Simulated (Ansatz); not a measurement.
# C₅H₅F₃: a ladder of functionals and wavefunction methods

One table from this session's results is given with a row withheld; the runs are named, their logs left out.

The runs use Ansatz 0.2.0, Gaussian basis; functionals in def2-TZVPP, the program's frozen cores in correlated methods.

Levels to be run: LDA (SPW92), PBE-D4, revPBE-D4, BLYP-D4, r2SCAN-D4, B97M-V, PBE0-D4, B3LYP-D4, r2SCANh-D4, r2SCAN0-D4, HSE06-D4, BHLYP-D4, CAM-B3LYP-D4, LC-ωPBE, ωB97X-V, ωB97M-V, B2PLYP, PBE-QIDH; CCSD(T)/def2-SVP; MP2/def2-TZVPP; MP2/def2-QZVPP; RPA on PBE.

**The relaxed structure**

All runs share one geometry, relaxed beforehand with PBE0-D4 in a triple-zeta def2 set.

SMILES `FC1=CC[C@H](F)[C@H]1F`, 13 atoms, charge 0, spin multiplicity 1.

Atoms are counted from 1 here; the program's logs count them from 0.

Bond lengths: F1–C2 1.327 Å, C2–C3 1.324 Å, C2–C7 1.487 Å, C3–C4 1.496 Å, C3–H9 1.082 Å, C4–C5 1.533 Å, C4–H10 1.093 Å, C4–H11 1.095 Å, C5–F6 1.384 Å, C5–C7 1.531 Å, C5–H12 1.092 Å, C7–F8 1.387 Å, C7–H13 1.094 Å. Angles: F1–C2–C3 126.5°, F1–C2–C7 119.3°, C3–C2–C7 114.2°, C2–C3–C4 110.7°, C2–C3–H9 124.9°, C4–C3–H9 124.4°, C3–C4–C5 104.2°, C3–C4–H10 112.9°, C3–C4–H11 111.9°, C5–C4–H10 108.8°, C5–C4–H11 112.0°, H10–C4–H11 107.1°, C4–C5–F6 109.6°, C4–C5–C7 107.0°, C4–C5–H12 113.7°, F6–C5–C7 108.9°, F6–C5–H12 107.7°, C7–C5–H12 110.0° and more.

Set-up of the first run:

in.yaml reads:

```yaml
crystal:
  periodic: [false, false, false]
  atoms:
    - {symbol: F, position_ang: [-2.101155, -1.597640, -0.097423]}
    - {symbol: C, position_ang: [-0.994766, -0.873867, 0.014480]}
    - {symbol: C, position_ang: [0.033710, -1.126583, 0.809495]}
    - {symbol: C, position_ang: [1.095324, -0.085643, 0.646174]}
    - {symbol: C, position_ang: [0.459201, 0.959109, -0.278575]}
    - {symbol: F, position_ang: [0.150043, 2.095172, 0.448205]}
    - {symbol: C, position_ang: [-0.836529, 0.347936, -0.817774]}
    - {symbol: F, position_ang: [-0.705706, 0.016170, -2.158231]}
    - {symbol: H, position_ang: [0.105883, -1.974589, 1.477693]}
    - {symbol: H, position_ang: [1.366462, 0.395944, 1.589188]}
    - {symbol: H, position_ang: [2.014347, -0.503348, 0.223266]}
    - {symbol: H, position_ang: [1.102889, 1.260817, -1.107323]}
    - {symbol: H, position_ang: [-1.669204, 1.051922, -0.734375]}
basis:
  gaussian: {orbitals: def2-TZVPP}
hamiltonian: {xc: lda}
output: {orbitals: {seedname: orbitals}}
```

On the command line:

```console
ansatz run in.yaml --threads 4 --pin off --events-out ev --progress --plain --max-ram 11315MiB
```

Among the steps run: LDA; PBE-D4 (GGA); revPBE-D4 (GGA); BLYP-D4 (GGA); r2SCAN-D4 (meta-GGA); B97M-V (meta-GGA); B3LYP-D4 (hybrid); r2SCANh-D4 (hybrid); r2SCAN0-D4 (hybrid); HSE06-D4 (hybrid); BHLYP-D4 (hybrid); CAM-B3LYP-D4 (range-separated); LC-ωPBE (range-separated); ωB97X-V (range-separated); ωB97M-V (range-separated); B2PLYP (double hybrid); PBE-QIDH (double hybrid).

One of the session's tables, all rows but one given; the rest of the session is left out.

It belongs to the step «Orbital energies across the functionals». 

| functional | HOMO (eV) | gap (eV) |
| --- | --- | --- |
| LDA (SPW92) | -6.69 | 5.08 |
| PBE-D4 | -6.49 | 5.17 |
| revPBE-D4 | -6.42 | 5.20 |
| BLYP-D4 | -6.37 | 5.16 |
| r2SCAN-D4 | -6.72 | 5.61 |
| B97M-V | -6.77 | 5.74 |
| PBE0-D4 | -7.74 | 7.43 |
| B3LYP-D4 | -7.53 | 6.97 |
| r2SCANh-D4 | -7.19 | 6.45 |
| r2SCAN0-D4 | -7.89 | 7.71 |
| HSE06-D4 | -7.33 | 6.65 |
| BHLYP-D4 | -8.86 | 9.67 |
| CAM-B3LYP-D4 | -9.10 | 9.93 |
| LC-ωPBE | ? | ? |
| ωB97X-V | -10.06 | 12.03 |
| ωB97M-V | -9.97 | 11.81 |

Q: Estimate the row for LC-ωPBE from the others.

**Answer.** HOMO (eV): -10.44; gap (eV): 12.48. In the column «HOMO (eV)» it is the lowest.
